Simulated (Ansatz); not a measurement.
## CuPd, space group R-3m: Fermi-surface readings, step by step

Computed with Ansatz's Python interface.

The script reads `cupd.extxyz`:
```text
2
Lattice="1.3545766 0.78206517 4.2189548 -1.3545766 0.78206517 4.2189548 0.0 -1.56413033 4.2189548" Properties=species:S:1:pos:R:3 pbc="T T T"
Cu    0.00000000    0.00000000    0.00000000
Pd    0.00000000    0.00000000    6.32843220
```

Run as a notebook:

**Cell 1**
```python
import warnings

import ansatz as az

warnings.simplefilter("ignore", az.DeckWarning)
```

**Cell 2**
```python
system = az.Crystal.from_extxyz("cupd.extxyz")
```

**Cell 3**
```python
setup = system.calculation()
setup = setup.functional("pbesol")
setup = setup.kpoints(mesh=(9, 9, 9), center="gamma")
setup = setup.occupations("Gaussian", width=50 * az.meV).eigenstates(nscf_kmesh=(14, 14, 14), level_slopes=True)
surface = setup.run(threads=1).fermi_surface().to_plain()
for way, reading in surface.items():
    if reading:
        rho_lambda = [f"{v:.3e}" for v in reading["resistivity_times_mean_free_path_ohm_m2"]]
        print(f"{way:24s} area {reading['spin_summed_area_per_ang2']:8.3f} 1/A^2  rho*lambda (ohm m^2) {rho_lambda}")
```
Output:
```text
by_tetrahedra            area   33.973 1/A^2  rho*lambda (ohm m^2) ['7.661e-16', '7.661e-16', '1.383e-15']
by_slopes                area   35.338 1/A^2  rho*lambda (ohm m^2) ['7.670e-16', '7.670e-16', '1.163e-15']
on_every_second_point    area   27.645 1/A^2  rho*lambda (ohm m^2) ['9.354e-16', '9.354e-16', '1.740e-15']
```

Spin is left out of this run. The mesh is modest for a metal, so energies can be off by several to tens of meV an atom and pressures by half a GPa or more; differences at equal mesh fare better. The structure comes from a database of computed cells and needn't be a stable or known phase. The three readings differ by the mesh error. It ran for 11 s on 1 thread of Arm Neoverse V1 (shared host), peak memory 0.39 GiB.

(Lines on the test bed's own set-up are left out of the output.)
